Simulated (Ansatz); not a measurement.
# Ga4Ge (Ga (210), 5 layers): how the settings move a single-point run

Aim: see which settings change the result for Ga4Ge (Ga (210), 5 layers), by how much, and at what cost.

Method: reference: DFT, PBEsol, PAW with Ansatz's default frozen-core files, scalar-relativistic, in Ansatz 0.2.0.

1 further run of the same task is left out (it didn't finish). Runs told in other sessions of the task aren't counted.

### Step 1. The starting structure

Symmetry: Pm, No. 6, monoclinic system. Conventional cell: a = 7.379 Å, b = 3.300 Å, c = 18.951 Å, α = 90.00°, β = 90.00°, γ = 90.00°. Ge (site symmetry m) is surrounded by 5 Ga at 2.79 to 3.14 Å. Around Ga (site symmetry m) lie 4 Ga at 2.70 to 2.84 Å and 2 Ge at 2.79 Å. Around Ga (site symmetry m) lie 4 Ga at 2.70 Å. Ga (site symmetry m) has 4 Ga at 2.70 to 2.79 Å and 2 Ge at 2.84 Å in its first shell of neighbours. Ga (site symmetry m) has 4 Ga at 2.79 to 2.84 Å and 1 Ge at 3.14 Å in its first shell of neighbours.

As a file:

```cif
data_structure
_symmetry_space_group_name_H-M 'P 1'
_symmetry_Int_Tables_number 1
_cell_length_a 7.3787
_cell_length_b 3.2999
_cell_length_c 18.9515
_cell_angle_alpha 90.000
_cell_angle_beta 90.000
_cell_angle_gamma 90.000
_cell_volume 461.45
loop_
_atom_site_label
_atom_site_type_symbol
_atom_site_fract_x
_atom_site_fract_y
_atom_site_fract_z
_atom_site_occupancy
Ge1 Ge 0.04953 0.00000 0.41943 1
Ga1 Ga 0.78288 0.50000 0.47736 1
Ga2 Ga 0.50000 0.00000 0.50000 1
Ga3 Ga 0.21712 0.50000 0.52264 1
Ga4 Ga 0.95047 0.00000 0.58057 1
```

### Step 2. Reference

Input file input.yaml:

```yaml
crystal:
  lattice:
    - [7.3787257393, 0.0, 0.0]
    - [0.0, 3.2998664681, 0.0]
    - [0.0, 0.0, 18.9515]
  atoms:
    - { symbol: Ge, position: [0.049532343, 0.0, 0.4194340017] }
    - { symbol: Ga, position: [0.7828816017, 0.5, 0.4773582995] }
    - { symbol: Ga, position: [0.5000000057, 0.0, 0.5000000029] }
    - { symbol: Ga, position: [0.2171183952, 0.5, 0.5226416952] }
    - { symbol: Ga, position: [0.9504676543, 0.0, 0.5805660007] }
kpoints:
  mp_grid: { grid: [6, 12, 1] }
scf:
  occupations: { method: fermi_dirac, width: 0.1 }
hamiltonian:
  xc: pbesol
  pseudopotentials: { kind: paw }
output:
  forces: true
  stress: true
  eigenvalues: true
efield:
  axis: 3
  amplitude: 0
  dipole_correction: true
```

The run is started by

```bash
$ ansatz run input.yaml --threads 2 --pin off --max-ram 4096MiB --backend cpu --events-out ev --progress --plain --runs-dir out
```

### Step 3. Changing settings: mp_grid.shift [0.5, 0.5, 0.0], xc_grid 4

Edit input.yaml of step 2 so:

```diff
@@ -12,3 +12,3 @@
 kpoints:
-  mp_grid: { grid: [6, 12, 1] }
+  mp_grid: { grid: [6, 12, 1], shift: [0.5, 0.5, 0.0] }
 scf:
@@ -26 +26,3 @@
   dipole_correction: true
+basis:
+  xc_grid: 4
```

**Question.** What will these runs give? Wanted: for each run, ending; energy change; gap; force.

The runs gave:

```
                                        run     ending  energy change  gap (eV)  force (eV/Å)  cycles  time
                                  reference  converged              0      0.00          0.51       7  22 s
1: mp_grid.shift [0.5, 0.5, 0.0], xc_grid 4  converged  -9.8 meV/atom      0.00          0.48       7  17 s
```

Residual by cycle in the longest SCF loop of each run; runs are numbered as in the table. The quantity is the density residual dr2, in eV.

```
cycle  reference   run 1
    1     0.0252  0.0233
    2    0.00356  0.0033
    3    0.00111  8.7e-4
    4     2.3e-4  1.2e-4
    5     1.1e-5  5.8e-6
    6     8.1e-7  4.7e-7
    7     5.7e-8  3.7e-8
```

Changing the k-point mesh and numerical grids moves the energy by -9.8 meV/atom, and the largest force goes from 0.51 to 0.48 eV/Å. The mesh and an integration grid changed together, so this run can't say which moved the energy.
